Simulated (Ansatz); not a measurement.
# SnCl2: energies up the ladder, part 2 of 2

Wanted for SnCl2: energies up the ladder.

Ansatz 0.2.0, Gaussian bases. Earlier steps stand in the parts before.

## Step 9: Single point, B2PLYP/def2-TZVPP

File input.yaml:

```yaml
crystal:
  periodic: [false, false, false]
  atoms:
    - { symbol: Cl, position_ang: [-1.79030141, -0.96070586, -0.00083011] }
    - { symbol: Sn, position_ang: [0.00109469, 0.58013181, -0.00225163] }
    - { symbol: Cl, position_ang: [1.78581673, -0.96839595, 0.00832174] }
basis:
  gaussian: { orbitals: def2-TZVPP }
hamiltonian:
  xc: { name: B2PLYP }
```

Launch:

```sh
$ ansatz run input.yaml --threads 4 --pin off --max-ram 10240MiB --backend cpu --events-out ev --progress --plain --runs-dir out
```

The log of the run:

```text
Warning: RAYON_NUM_THREADS=4 ignored (pool sized by the plan → 4); use --threads N
Engine: ansatz 0.2.0, x86_64-unknown-linux-gnu
Functional definition: B2PLYP
  parameter a = 0.53
  parameter c = 0.27
  exchange = (1 - a)*b88_x + a*exact_x
  correlation = (1 - c)*lyp_c + c*(mp2_os + mp2_ss)
976 factors; integrals over basis functions are off by at most 8.0e-4 eV
mean field evaluation 1: about -30860.5454 eV, gradient 2.1e1 eV
mean field evaluation 2: about -30860.6380 eV, gradient 2.1e1 eV
mean field evaluation 4: about -30862.0565 eV, gradient 1.5e0 eV
mean field evaluation 8: about -30862.0672 eV, gradient 2.0e-1 eV
mean field evaluation 16: about -30862.0673 eV, gradient 1.1e-4 eV
mean field -30862.06734145 eV, -1134.1600557378 hartree, gradient 8.0e-6 eV, S^2 0.000000; 0 other end points of the search recorded, 0 dependent functions left out
14 core orbitals not correlated: weight in the atoms' cores, before any rotation towards them, 1.000 or more for the frozen orbitals, at most 0.000 for the correlated occupied ones
reference -30862.06748605 eV, -1134.1600610516 hartree; 14, 14 occupied and 106, 106 virtual orbitals, 976 factors
second order -22.24985111 eV of doubles, -0.00000000 eV of singles
Total energy: -30868.07494585 eV, -1134.3808311273 hartree
```

It took 4.8 s on 4 threads of Intel Xeon at 2.50GHz (Skylake/Cascade Lake), shared host; peak memory 0.26 GiB.

## Step 10: Single point, LDA/def2-TZVPP

input.yaml: that of step 9 with these lines changed.

```diff
@@ -9,2 +9,2 @@
 hamiltonian:
-  xc: { name: B2PLYP }
+  xc: lda
```

Launch:

```sh
$ ansatz run input.yaml --threads 4 --pin off --max-ram 10240MiB --backend cpu --events-out ev --progress --plain --runs-dir out
```

The log of the run:

```text
Warning: RAYON_NUM_THREADS=4 ignored (pool sized by the plan → 4); use --threads N
[... 1 set-up line as earlier in the session ...]
Functional definition: SPW92
  exchange = slater_x
  correlation = pw_c
976 factors; their error is unknown
mean field evaluation 1: about -30789.1462 eV, gradient 2.6e1 eV
mean field evaluation 2: about -30780.1730 eV, gradient 6.3e1 eV
mean field evaluation 4: about -30790.8020 eV, gradient 3.1e0 eV
mean field evaluation 8: about -30790.8085 eV, gradient 9.3e-2 eV
mean field -30790.80848534 eV, -1131.5413410766 hartree, gradient 5.8e-5 eV, S^2 0.000000; 0 other end points of the search recorded, 0 dependent functions left out
reference -30790.80852002 eV, -1131.5413423510 hartree; 28, 28 occupied and 106, 106 virtual orbitals, 976 factors
Total energy: -30790.80852002 eV, -1131.5413423510 hartree
```

It took 1.2 s on 4 threads of Intel Xeon at 2.50GHz (Skylake/Cascade Lake), shared host; peak memory 0.17 GiB.

## Step 11: Single point, PBE0-D4/def2-SVP

input.yaml: that of step 10 with these lines changed.

```diff
@@ -7,4 +7,5 @@
 basis:
-  gaussian: { orbitals: def2-TZVPP }
+  gaussian: { orbitals: def2-SVP }
 hamiltonian:
-  xc: lda
+  xc: pbe0
+  dispersion: d4
```

Launch:

```sh
$ ansatz run input.yaml --threads 4 --pin off --max-ram 10240MiB --backend cpu --events-out ev --progress --plain --runs-dir out
```

The log of the run:

```text
Warning: RAYON_NUM_THREADS=4 ignored (pool sized by the plan → 4); use --threads N
[... 7 set-up lines as earlier in the session ...]
658 factors; integrals over basis functions are off by at most 2.7e-4 eV
mean field evaluation 1: about -30862.4406 eV, gradient 1.9e1 eV
mean field evaluation 2: about -30860.7876 eV, gradient 3.1e1 eV
mean field evaluation 4: about -30863.6810 eV, gradient 4.9e-1 eV
mean field evaluation 8: about -30863.7295 eV, gradient 2.8e-3 eV
mean field -30863.72954519 eV, -1134.2211405985 hartree, gradient 2.2e-5 eV, S^2 0.000000; 0 other end points of the search recorded, 0 dependent functions left out
reference -30863.72956606 eV, -1134.2211413653 hartree; 28, 28 occupied and 34, 34 virtual orbitals, 658 factors
Total energy: -30863.81841815 eV, -1134.2244066194 hartree
```

Wall time 1.7 s (4 threads of Intel Xeon at 2.50GHz (Skylake/Cascade Lake), shared host); peak memory 0.13 GiB.

## Step 12: Single point, PBE-D4/def2-SVP

input.yaml: that of step 11 with these lines changed.

```diff
@@ -9,3 +9,3 @@
 hamiltonian:
-  xc: pbe0
+  xc: pbe
   dispersion: d4
```

Launch:

```sh
$ ansatz run input.yaml --threads 4 --pin off --max-ram 10240MiB --backend cpu --events-out ev --progress --plain --runs-dir out
```

The log of the run:

```text
Warning: RAYON_NUM_THREADS=4 ignored (pool sized by the plan → 4); use --threads N
[... 6 set-up lines as earlier in the session ...]
681 factors; their error is unknown
mean field evaluation 1: about -30860.2683 eV, gradient 2.0e1 eV
mean field evaluation 2: about -30853.0890 eV, gradient 5.1e1 eV
mean field evaluation 4: about -30861.5514 eV, gradient 1.4e0 eV
mean field evaluation 8: about -30861.5334 eV, gradient 9.7e-3 eV
mean field -30861.53341301 eV, -1134.1404342296 hartree, gradient 5.4e-6 eV, S^2 0.000000; 0 other end points of the search recorded, 0 dependent functions left out
reference -30861.53344101 eV, -1134.1404352583 hartree; 28, 28 occupied and 34, 34 virtual orbitals, 681 factors
Total energy: -30861.63764260 eV, -1134.1442645962 hartree
```

Wall time 0.91 s (4 threads of Intel Xeon at 2.50GHz (Skylake/Cascade Lake), shared host); peak memory 0.11 GiB.

## Step 13: Single point, CCSD(T)/def2-TZVPP

input.yaml: that of step 12 with these lines changed.

```diff
@@ -7,5 +7,4 @@
 basis:
-  gaussian: { orbitals: def2-SVP }
-hamiltonian:
-  xc: pbe
-  dispersion: d4
+  gaussian: { orbitals: def2-TZVPP }
+correlation:
+  method: ccsd_t
```

Launch:

```sh
$ ansatz run input.yaml --threads 4 --pin off --max-ram 10240MiB --backend cpu --events-out ev --progress --plain --runs-dir out
```

The log of the run:

```text
Warning: RAYON_NUM_THREADS=4 ignored (pool sized by the plan → 4); use --threads N
[... 1 set-up line as earlier in the session ...]
Functional definition: HF
  exchange = exact_x
  correlation = 0
976 factors; integrals over basis functions are off by at most 8.0e-4 eV
mean field evaluation 1: about -30815.3304 eV, gradient 1.9e1 eV
mean field evaluation 2: about -30815.4394 eV, gradient 1.9e1 eV
mean field evaluation 4: about -30816.7726 eV, gradient 1.7e0 eV
mean field evaluation 8: about -30816.8010 eV, gradient 2.0e-1 eV
mean field evaluation 16: about -30816.3436 eV, gradient 1.2e1 eV
mean field -30816.80132855 eV, -1132.4965604461 hartree, gradient 7.3e-6 eV, S^2 0.000000; 0 other end points of the search recorded, 0 dependent functions left out
14 core orbitals not correlated: weight in the atoms' cores, before any rotation towards them, 1.000 or more for the frozen orbitals, at most 0.000 for the correlated occupied ones
reference -30816.80132855 eV, -1132.4965604461 hartree; 14, 14 occupied and 106, 106 virtual orbitals, 976 factors
second order -18.38620169 eV of doubles, -0.00000000 eV of singles
cycle   1  -18.48517805 eV  change   -9.9e-2 eV  update   9.8e-2
cycle   2  -18.89097841 eV  change   -4.1e-1 eV  update   2.7e-2
cycle   3  -18.96833641 eV  change   -7.7e-2 eV  update   1.7e-2
cycle   4  -18.95630318 eV  change    1.2e-2 eV  update   5.0e-3
cycle   5  -18.95222093 eV  change    4.1e-3 eV  update   2.4e-3
cycle   6  -18.95295806 eV  change   -7.4e-4 eV  update   7.5e-4
cycle   7  -18.95284081 eV  change    1.2e-4 eV  update   2.6e-4
cycle   8  -18.95282340 eV  change    1.7e-5 eV  update   7.9e-5
cycle   9  -18.95285015 eV  change   -2.7e-5 eV  update   2.9e-5
perturbative correction -0.74058823 eV, -0.0272161155 hartree
Total energy: -30836.49476694 eV, -1133.2202809580 hartree
```

Wall time 9.2 s (4 threads of Intel Xeon at 2.50GHz (Skylake/Cascade Lake), shared host); peak memory 0.54 GiB.

## Step 14: Single point, CCSD(T)/def2-QZVPP

input.yaml: that of step 13 with these lines changed.

```diff
@@ -7,3 +7,3 @@
 basis:
-  gaussian: { orbitals: def2-TZVPP }
+  gaussian: { orbitals: def2-QZVPP.json }
 correlation:
```

Launch:

```sh
$ ansatz run input.yaml --threads 4 --pin off --max-ram 10240MiB --backend cpu --events-out ev --progress --plain --runs-dir out
```

The log of the run:

```text
Warning: RAYON_NUM_THREADS=4 ignored (pool sized by the plan → 4); use --threads N
[... 4 set-up lines as earlier in the session ...]
1358 factors; integrals over basis functions are off by at most 7.6e-4 eV
mean field evaluation 1: about -30816.1121 eV, gradient 1.9e1 eV
mean field evaluation 2: about -30816.1841 eV, gradient 2.0e1 eV
mean field evaluation 4: about -30817.5333 eV, gradient 1.8e0 eV
mean field evaluation 8: about -30817.5612 eV, gradient 2.2e-1 eV
mean field evaluation 16: about -30817.5615 eV, gradient 2.0e-6 eV
mean field -30817.56154546 eV, -1132.5244979023 hartree, gradient 2.0e-6 eV, S^2 0.000000; 0 other end points of the search recorded, 0 dependent functions left out
14 core orbitals not correlated: weight in the atoms' cores, before any rotation towards them, 1.000 or more for the frozen orbitals, at most 0.000 for the correlated occupied ones
reference -30817.56154546 eV, -1132.5244979023 hartree; 14, 14 occupied and 194, 194 virtual orbitals, 1358 factors
second order -25.28327543 eV of doubles, -0.00000000 eV of singles
cycle   1  -24.43547158 eV  change    8.5e-1 eV  update   1.1e-1
cycle   2  -24.94827337 eV  change   -5.1e-1 eV  update   2.9e-2
cycle   3  -25.04468225 eV  change   -9.6e-2 eV  update   1.7e-2
cycle   4  -25.02056455 eV  change    2.4e-2 eV  update   5.3e-3
cycle   5  -25.01316305 eV  change    7.4e-3 eV  update   2.6e-3
cycle   6  -25.01535300 eV  change   -2.2e-3 eV  update   8.4e-4
cycle   7  -25.01516033 eV  change    1.9e-4 eV  update   3.0e-4
cycle   8  -25.01500507 eV  change    1.6e-4 eV  update   8.5e-5
cycle   9  -25.01506663 eV  change   -6.2e-5 eV  update   3.4e-5
cycle  10  -25.01506158 eV  change    5.1e-6 eV  update   1.1e-5
perturbative correction -0.96600231 eV, -0.0354999302 hartree
Total energy: -30843.54260935 eV, -1133.4792843896 hartree
```

It took 30 s on 4 threads of Intel Xeon at 2.50GHz (Skylake/Cascade Lake), shared host; peak memory 1.8 GiB.

## Step 15: Extrapolation to the basis-set limit

CCSD(T)/CBS estimate, frozen core: CCSD(T) correlation extrapolated, from def2-TZVPP and def2-QZVPP: mean field -30817.6663 eV, total -30848.3048 eV. The exponents are 7.88 (mean field) and 2.97 (correlation).

## Step 16: The levels compared

```tsv
level	Cl1–Sn2 (Å)	Sn2–Cl3 (Å)	rotational constants (MHz)	dipole (D)	highest frequency (cm⁻¹)	CPU time
PBE0-D4/def2-TZVPP	2.3629	2.3629	4794.9, 2260.1, 1536.1	3.25	358	60 s
```

Constants are for the commonest isotopes at the equilibrium geometry; times are CPU times of the relaxations.

## Step 17: Total energies

```tsv
level	energy (eV)	CPU time
PBE-D4/def2-TZVPP	-30870.6824	4.5 s
r2SCAN-D4/def2-TZVPP	-30881.3201	8.9 s
B3LYP-D4/def2-TZVPP	-30883.7596	6.7 s
wB97M-V/def2-TZVPP	-30878.2648	18 s
B2PLYP/def2-TZVPP	-30868.0749	14 s
LDA/def2-TZVPP	-30790.8085	2.7 s
PBE0-D4/def2-SVP	-30863.8184	3.8 s
PBE-D4/def2-SVP	-30861.6376	1.9 s
CCSD(T)/def2-TZVPP	-30836.4948	26 s
CCSD(T)/def2-QZVPP	-30843.5426	1.7 min
CCSD(T)/CBS	-30848.3048	-
```

## Step 18: Summary of results

The summary covers parts 1 to 2.

```
                         quantity            value
    Cl1–Sn2 at PBE0-D4/def2-TZVPP          2.363 Å
    Sn2–Cl3 at PBE0-D4/def2-TZVPP          2.363 Å
frequencies at PBE0-D4/def2-TZVPP  121 to 358 cm⁻¹
            energy at CCSD(T)/CBS    -30848.305 eV
```

What this shows: No mode is imaginary, so the geometry is a minimum. These totals serve in differences with atoms or fragments at the same level; alone they don't rank the methods. Heavy atoms carry effective core potentials in def2 sets, and spin-orbit coupling is left out.
